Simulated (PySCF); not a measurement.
# H6NYb (Yb(H)3(NH3)-): the cost of one run

Method: PBE0, Yb lcecp-0-SVP with ECP60, H def2-SVP, N def2-SVP; scalar-relativistic core potentials, no spin–orbit coupling; program: PySCF 2.14.0.

1 further run of the same task is left out (for a known fault of the program).

**1. The starting structure**

8 atoms, charge -1, spin multiplicity 1.

Bond lengths: Yb1–H2 2.298 Å, Yb1–H3 2.298 Å, Yb1–H4 2.298 Å, Yb1–N5 2.617 Å, N5–H6 1.020 Å, N5–H7 1.020 Å, N5–H8 1.020 Å. Angles: H2–Yb1–H3 109.5°, H2–Yb1–H4 109.5°, H2–Yb1–N5 109.5°, H3–Yb1–H4 109.5°, H3–Yb1–N5 109.5°, H4–Yb1–N5 109.5°, Yb1–N5–H6 113.0°, Yb1–N5–H7 113.0°, Yb1–N5–H8 113.0°, H6–N5–H7 105.8°, H6–N5–H8 105.8°, H7–N5–H8 105.8°.

Coordinates:

```xyz
8
H6NYb
Yb    0.0000    0.0000    0.0000
H     1.3265    1.3265    1.3265
H    -1.3265   -1.3265    1.3265
H     1.3265   -1.3265   -1.3265
N    -1.5112    1.5112   -1.5112
H    -2.1244    2.1244   -0.9741
H    -0.9741    2.1244   -2.1244
H    -2.1244    0.9741   -2.1244
```

Formal oxidation states: Yb +2. Each metal's 14 4f electrons lie in its core potential, so multiplicities, spins and levels count the valence alone.

**2. SCF at the start, singlet**

run.py (the lines that set the calculation) reads:

```python
mol = gto.M(atom='''
Yb     0.00000     0.00000     0.00000
H      1.32650     1.32650     1.32650
H     -1.32650    -1.32650     1.32650
H      1.32650    -1.32650    -1.32650
N     -1.51120     1.51120    -1.51120
H     -2.12440     2.12440    -0.97410
H     -0.97410     2.12440    -2.12440
H     -2.12440     0.97410    -2.12440''',
    basis={'Yb': 'lcecp-0-SVP', 'H': 'def2-SVP', 'N': 'def2-SVP'},
    ecp={'Yb': 'lcecp-0-SVP'},
    charge=-1, spin=0)
mf = dft.RKS(mol, xc='PBE0')
mf.grids.atom_grid = (50, 194)  # f atoms: unpruned, at least (60, 302)
mf = mf.density_fit()  # fitting sets: Yb AutoAux, H def2-universal-JKFIT, N def2-universal-JKFIT
mf.conv_tol = 1e-08; mf.max_cycle = 55
mf.kernel(dm0)  # dm0: free metal ions and neutral atoms
```

Started as:

```sh
$ OMP_NUM_THREADS=2 python run.py
```

What time and memory should one allow on 2 threads of Intel Xeon Platinum 8375C at 2.90GHz (Ice Lake), shared host?

About 2.8 s, with a peak of 0.5 GiB.
